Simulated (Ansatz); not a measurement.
# ZrNbGe2: one candidate of a structure search, part 2 of 2

Where does this trial cell of ZrNbGe2 go when cell and atoms are let free?

Ansatz 0.2.0; DFT PBE, scalar-relativistic, plane waves, PAW.

## (4) Spin check on a coarse mesh

input.yaml

```yaml
crystal:
  lattice:
    - [3.8058065515, 0.0, 0.0]
    - [0.0, 3.8058065515, 0.0]
    - [0.0, 0.0, 5.3284269393]
  atoms:
    - { symbol: Zr, position: [0.0, 0.0, 0.0], spin: 1.0 }
    - { symbol: Nb, position: [0.5, 0.5, 0.5], spin: 1.0 }
    - { symbol: Ge, position: [0.0, 0.0, 0.5] }
    - { symbol: Ge, position: [0.5, 0.5, 0.0] }
basis:
  ecutwfc: 420
kpoints:
  mp_grid: { grid: [4, 4, 4] }
hamiltonian:
  xc: pbe
scf:
  occupations: { method: gaussian, width: 0.1 }
  lower_state_search: "off"
output:
  forces: true
  stress: true
  eigenvalues: true
  populations: true
magnetization:
  spin_polarized: true
```

Command:

```console
$ ansatz run input.yaml --threads 1 --pin off --max-ram 2560MiB --backend cpu --events-out ev --progress --plain --runs-dir out
```

Log, cut to the lines that bear on the results:

```text
[...]
SCF converged after 17 iterations
Magnetization: 0.4013 μB (26.7006 up, 26.2994 down)
Absolute magnetization: 0.4046 μB (∫|ρ↑−ρ↓|, with the PAW one-centre terms)
Spin contamination: 0.0063 ħ² per cell (⟨S²⟩ above its minimum at these occupations)
Per-site moments (μB) at R_I (Å): [(0.015233921024987327, 1.0989880562306251), (0.22592100488880795, 1.0989880562306251), (0.01061530913052591, 1.0989880562306251), (0.010359527090686587, 1.0989880562306251)]
Free energy (F): -17327.679604 eV
[...]
E sigma→0 (E₀):  -17327.671839 eV
Entropy (-TS):   -0.015528 eV (-3.882 meV/atom)
Fermi energy:    13.982327 eV
[...]
--- Forces (eV/Å), atoms counted from 1 ---
  atom   1  Zr    -0.00000000     0.00000000     0.00000000
  atom   2  Nb     0.00000000    -0.00000000    -0.00000000
  atom   3  Ge     0.00000000     0.00000000     0.00000000
  atom   4  Ge     0.00000000    -0.00000000    -0.00000000
[...]
--- Stress (GPa, compression-positive) ---
        0.431592      -0.000000      -0.000000
       -0.000000       0.431592       0.000000
       -0.000000       0.000000      -0.022973
  P = ⅓ Tr σ = 0.2801 GPa (2.801 kbar)
--- Band table (eV; the first three rows and the last of 36) ---
[...]
--- Löwdin populations: 4 sites ---
  site symbol       q [e]    m [muB]
     0     Zr     11.5751     0.0280
     1     Nb     12.7174     0.3333
     2     Ge     14.2593     0.0108
     3     Ge     14.3557     0.0240
  spilling = 0.001746 (of n_electrons = 53.000000)
```

Run time: 22 s. Hardware: 1 thread of Intel Xeon at 2.50GHz (Skylake/Cascade Lake), shared host; peak memory 0.44 GiB.

Per atom:

```
atom  moment in the atom's sphere (μB)  Löwdin electrons
 Zr1                              0.02             11.58
 Nb2                              0.23             12.72
 Ge3                              0.01             14.26
 Ge4                              0.01             14.36
```

The same cell is solved with trial moments on Nb and Zr. The largest site moment that stays is 0.23 μB and the cell's total 0.40 μB. The workflow keeps spin only above 0.25 μB on a site, so the next run goes without spin, although a moment survived, so a magnetic state may lie a little lower.

## (5) Final relaxation

The end of the coarse run is made exact in the group found at a tolerance of 0.06 Å and reduced to its primitive cell.

input.yaml

```yaml
crystal:
  lattice:
    - [3.8058065515, 0.0, 0.0]
    - [0.0, 3.8058065515, 0.0]
    - [0.0, 0.0, 5.3284269393]
  atoms:
    - { symbol: Zr, position: [0.0, 0.0, 0.0] }
    - { symbol: Nb, position: [0.5, 0.5, 0.5] }
    - { symbol: Ge, position: [0.0, 0.0, 0.5] }
    - { symbol: Ge, position: [0.5, 0.5, 0.0] }
basis:
  ecutwfc: 420
kpoints:
  mp_grid: { grid: [12, 12, 10] }
hamiltonian:
  xc: pbe
scf:
  occupations: { method: gaussian, width: 0.1 }
output:
  forces: true
  stress: true
  eigenvalues: true
relax:
  adjacent_minimum: "off"
  f_tol: 0.01
  max_steps: 80
  cell: { stress_tol: 0.05 }
```

Command:

```console
$ ansatz run input.yaml --threads 1 --pin off --max-ram 2560MiB --backend cpu --events-out ev --progress --plain --runs-dir out
```

Log, cut to the lines that bear on the results:

```text
Warning: RAYON_NUM_THREADS=1 ignored (pool sized by the plan → 1); use --threads N
[...]
[... 5 set-up lines as earlier in the session ...]
[...]
Crystal: 4 atoms, lattice volume = 77.178 Å³
Basis set: ecut = 420 eV, 1481 PW (Γ), exchange–correlation on 54×54×72 points (8 copies of the dense FFT grid, shifted against one another)
Bands: 32, of which v1, the nominal top of the filled ones, is band 27 counted from 1 (26 counted from 0)
[... 1 set-up line as earlier in the session ...]
Space group: P4/mmm (ITA 123), of the structure as read, at distance tolerance 4.3e-5 Å
k-points: 168 of 1440
[...]
       -0.023830      -0.000000       0.000000
       -0.000000      -0.023830      -0.000000
        0.000000      -0.000000      -0.035607
  P = ⅓ Tr σ = -0.0278 GPa (-0.278 kbar)
--- Band table (eV; the first three rows and the last of 168) ---
[...]
--- Relaxed structure (3 steps of the walk, 3 accepted, 1 SCFs on fresh bases) ---
  F+E_penalty+E_count = -17327.73676934 eV   max|allowed force component| = 2.169e-29 eV/Å   (the final SCF, on the basis selected at the relaxed cell)
  cell:  # Å, volume = 77.1968 Å³
    - [3.7957342726901238, 5.164690547604396e-34, 1.2050944611076925e-33]
    - [3.443127031736264e-34, 3.7957342726901238, 4.30390878967033e-34]
    - [1.8077427133124304e-33, 6.025809044374768e-34, 5.358063337542145]
  atoms:
    - { symbol: Zr, position: [-3.558166905812778e-36, 1.1307063722916162e-34, 1.6377948238605518e-35] }
    - { symbol: Nb, position: [0.5000000000000001, 0.5000000000000001, 0.5] }
    - { symbol: Ge, position: [1.5418723258522058e-35, 8.855882076689585e-35, 0.5] }
    - { symbol: Ge, position: [0.5000000000000001, 0.5000000000000001, -1.6377948238605545e-35] }
```

Run time: 3.4 min. Hardware: 1 thread of Intel Xeon at 2.50GHz (Skylake/Cascade Lake), shared host; peak memory 0.64 GiB.

The steps of the relaxation:

```csv
step,energy from step 1 (eV/cell),largest force component (eV/Å),pressure (GPa),volume (Å³)
1,0.0000,0.0000,0.03,77.18
2,-0.0024,0.0000,0.05,77.15
3,-0.0028,0.0000,-0.03,77.20
4,-0.0028,0.0000,-0.03,77.20
```

Step 1 is the start. Step 4 repeats the geometry before it on a plane-wave basis chosen anew for that cell, so its energy need not be comparable with the rows above.

|  | before | after | change |
| --- | --- | --- | --- |
| a (Å) | 3.806 | 3.796 | -0.3 % |
| b (Å) | 3.806 | 3.796 | -0.3 % |
| c (Å) | 5.328 | 5.358 | +0.6 % |
| volume (Å³/atom) | 19.29 | 19.30 | 0.0 % |
| shortest distance (Å) | 2.664 | 2.679 | +0.6 % |
| space group (0.01 Å) | P4/mmm | P4/mmm | same |

Forces and stress were held to the start's 16 operations: a distortion of lower symmetry was not tested.

## (6) Changed: xc_grid 3, xc r2scan, ecutwfc left out

input.yaml

```yaml
crystal:
  lattice:
    - [3.7957342727, 0.0, 0.0]
    - [0.0, 3.7957342727, 0.0]
    - [0.0, 0.0, 5.3580633375]
  atoms:
    - { symbol: Zr, position: [0.0, 0.0, 0.0] }
    - { symbol: Nb, position: [0.5, 0.5, 0.5] }
    - { symbol: Ge, position: [0.0, 0.0, 0.5] }
    - { symbol: Ge, position: [0.5, 0.5, 0.0] }
basis:
  xc_grid: 3
kpoints:
  mp_grid: { grid: [12, 12, 10] }
hamiltonian:
  xc: r2scan
scf:
  occupations: { method: gaussian, width: 0.1 }
output:
  forces: true
  eigenvalues: true
  stress: true
```

Command:

```console
$ ansatz run input.yaml --threads 1 --pin off --max-ram 2560MiB --backend cpu --events-out ev --progress --plain --runs-dir out
```

Log, cut to the lines that bear on the results:

```text
Warning: RAYON_NUM_THREADS=1 ignored (pool sized by the plan → 1); use --threads N
[...]
[... 1 set-up line as earlier in the session ...]
Pseudopotential: Zr, paw, valence charge 12, recommended cutoff 500 eV (meta_gga), Zr.paw.azcp
Pseudopotential: Nb, paw, valence charge 13, recommended cutoff 500 eV (meta_gga), Nb.paw.azcp
Pseudopotential: Ge, paw, valence charge 14, recommended cutoff 500 eV (meta_gga), Ge.paw.azcp
Functional definition: r2SCAN
[...]
Crystal: 4 atoms, lattice volume = 77.197 Å³
Basis set: ecut = 500 eV, 1923 PW (Γ), exchange–correlation on 90×90×120 points (27 copies of the dense FFT grid, shifted against one another)
Bands: 32, of which v1, the nominal top of the filled ones, is band 27 counted from 1 (26 counted from 0)
[... 2 set-up lines as earlier in the session ...]
k-points: 168 of 1440
[...]
the search or the solves at the SCF's close seem to have found levels that the self-consistency loop had missed (the run counts 3). By its estimate they hold under 1e-12 electrons; where the run keeps them, the occupations were computed again with them
[...]
SCF converged after 9 iterations
Free energy (F): -17366.401536 eV
[...]
E sigma→0 (E₀):  -17366.395452 eV
Entropy (-TS):   -0.012167 eV (-3.042 meV/atom)
Fermi energy:    13.969514 eV
[...]
--- Forces (eV/Å), atoms counted from 1 ---
  atom   1  Zr    -0.00000000     0.00000000     0.00000000
  atom   2  Nb     0.00000000    -0.00000000    -0.00000000
  atom   3  Ge     0.00000000     0.00000000     0.00000000
  atom   4  Ge     0.00000000    -0.00000000    -0.00000000
[...]
--- Stress (GPa, compression-positive) ---
       -0.941527      -0.000000       0.000000
       -0.000000      -0.941527       0.000000
        0.000000       0.000000      -1.000136
  P = ⅓ Tr σ = -0.9611 GPa (-9.611 kbar)
--- Band table (eV; the first three rows and the last of 168) ---
[...]
```

Wall time 2.2 min (1 thread of Intel Xeon at 2.50GHz (Skylake/Cascade Lake), shared host); peak memory 0.74 GiB.

```
    run     ending   energy change  pressure (GPa)  gap (eV)  force (eV/Å)  cycles     time
 step 5  converged               -             0.0      0.00          0.00       -  3.4 min
variant  converged  not comparable            -1.0      0.00          0.00       9  2.2 min
```

After a change of functional the difference of the totals has no physical meaning; the pressure goes from 0.0 to -1.0 GPa. The numerical grids and cutoff changed too.

## (7) Summary of results

What follows sums up all 2 parts. Changes of volume or cell count from the first structure of part 1.

```
                              quantity                                                                      value
symmetry at the end (tolerance 0.05 Å)                                               space group P4/mmm (No. 123)
                     conventional cell  a = 3.796 Å, b = 3.796 Å, c = 5.358 Å, α = 90.00°, β = 90.00°, γ = 90.00°
                                volume                                                              19.30 Å³/atom
              energy over the elements                                                              -0.41 eV/atom
                       gap on the mesh                                                               none (metal)
```

In words: The space group P4/mmm (No. 123) is kept, and the volume per atom grows by 10.8 % from the first guess. A negative formation energy is needed for stability but isn't enough; other structures and compounds were not set against it here. No finished test with a distortion of lower symmetry is shown, so the end may be a saddle point. Other magnetic orders were not searched.
